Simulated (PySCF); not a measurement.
# [SnCl3]-: one geometry, several methods and rigid scans

How much do the numbers for [SnCl3]- (singlet) hang on the method? All levels run at one geometry, the PBE0 minimum. Rigid scans about the minimum follow.

Program: PySCF 2.14.0. Level of theory: several methods, basis Sn def2-TZVPD with ECP28, Cl def2-TZVPD, scalar-relativistic core potentials, no spin–orbit coupling, density fitting. These are calculated values, not measurements.

## (1) The system as given

4 atoms, charge -1, spin multiplicity 1.

Bond lengths: Sn1–Cl2 2.474 Å, Sn1–Cl3 2.474 Å, Sn1–Cl4 2.474 Å. Angles: Cl2–Sn1–Cl3 97.3°, Cl2–Sn1–Cl4 97.3°, Cl3–Sn1–Cl4 97.3°.

Z-matrix (Å, degrees; charge -1 multiplicity 1):
```
Sn
Cl 1 2.4740
Cl 1 2.4740 2 97.30
Cl 1 2.4740 2 97.30 3 -98.37
```

## (2) PBE0

One driver script runs all steps and calls PySCF; scf.py shows the equivalent input of each level. Each SCF starts from the density of the minimum. The driver also runs the species with one electron less or more at the same geometry (one less: multiplicity 2); their logs are not shown.

The input, scf.py:

```python
from pyscf import gto, scf, dft
mol = gto.M(atom='''
Sn     0.000000     0.000000    -0.578089
Cl     2.144475    -0.000007     0.655492
Cl    -1.072232     1.857173     0.655492
Cl    -1.072243    -1.857167     0.655492''',
    basis={'Sn': 'def2-TZVPD', 'Cl': 'def2-TZVPD'},
    ecp={'Sn': 'def2-TZVPD'},
    charge=-1, spin=0)
mf = dft.RKS(mol, xc='PBE0')
mf.grids.atom_grid = (75, 302)
aux = {'Sn': 'def2-universal-JKFIT', 'Cl': 'def2-universal-JKFIT'}
mf = mf.density_fit(auxbasis=aux)
mf.kernel()
```

## (3) HF

scf.py: that of step 2 with these lines changed.

```diff
@@ -10,2 +10 @@
-mf = dft.RKS(mol, xc='PBE0')
-mf.grids.atom_grid = (75, 302)
+mf = scf.RHF(mol)
```

## (4) PBE

scf.py: that of step 3 with these lines changed.

```diff
@@ -10 +10,2 @@
-mf = scf.RHF(mol)
+mf = dft.RKS(mol, xc='PBE')
+mf.grids.atom_grid = (75, 302)
```

## (5) r2SCAN

scf.py: that of step 4 with these lines changed.

```diff
@@ -10,2 +10,2 @@
-mf = dft.RKS(mol, xc='PBE')
-mf.grids.atom_grid = (75, 302)
+mf = dft.RKS(mol, xc='R2SCAN')
+mf.grids.atom_grid = (90, 434)
```

## (6) B3LYP

scf.py: that of step 5 with these lines changed.

```diff
@@ -10,2 +10,2 @@
-mf = dft.RKS(mol, xc='R2SCAN')
-mf.grids.atom_grid = (90, 434)
+mf = dft.RKS(mol, xc='B3LYP')
+mf.grids.atom_grid = (75, 302)
```

## (7) TPSSh

scf.py: that of step 6 with these lines changed.

```diff
@@ -10,2 +10,2 @@
-mf = dft.RKS(mol, xc='B3LYP')
-mf.grids.atom_grid = (75, 302)
+mf = dft.RKS(mol, xc='TPSSH')
+mf.grids.atom_grid = (90, 434)
```

## (8) M06

scf.py: that of step 7 with these lines changed.

```diff
@@ -10 +10 @@
-mf = dft.RKS(mol, xc='TPSSH')
+mf = dft.RKS(mol, xc='M06')
```

## (9) BHandHLYP

scf.py: that of step 8 with these lines changed.

```diff
@@ -10,2 +10,2 @@
-mf = dft.RKS(mol, xc='M06')
-mf.grids.atom_grid = (90, 434)
+mf = dft.RKS(mol, xc='BHANDHLYP')
+mf.grids.atom_grid = (75, 302)
```

## (11) Breathing scan

A rigid scan with PBE0: all bonds to the central atom are scaled together. Each point starts from its neighbour's orbitals, and energies count from the minimum. Dipoles of the ion refer to the centre of mass.

## (12) Stretching one bond

A rigid scan with PBE0: the bond from Sn to the last atom (Cl) is scaled and the rest held.

## (13) Umbrella curve

A rigid scan with PBE0: angle between each bond and the threefold axis, bonds fixed.

## (14) Umbrella–stretch map

A rigid scan with PBE0: rows, all bonds scaled; columns, angle to the threefold axis.

(Steps that only read results are left out.)

**Question.** What will these runs give? Wanted: vertical ionisation energy, range; orbital gap, range; all bonds 4 % longer; one bond 20 % longer; planar shape, bonds held.

The runs gave:

```
                         quantity                             value
vertical ionisation energy, range  3.88 (HF) to 4.61 (BHandHLYP) eV
               orbital gap, range        4.35 (PBE) to 9.18 (HF) eV
             all bonds 4 % longer                       11.1 kJ/mol
             one bond 20 % longer                       45.7 kJ/mol
         planar shape, bonds held                      122.0 kJ/mol
```

**Reading.** The vertical ionisation energy spreads over 0.72 eV, from HF to BHandHLYP; without a CCSD(T) value for it there is no yardstick here. Shortening all bonds by 4 % costs 14.3 kJ/mol and lengthening them 11.1: the wall is steeper on the short side. Held rigid otherwise, the planar shape costs 122 kJ/mol.
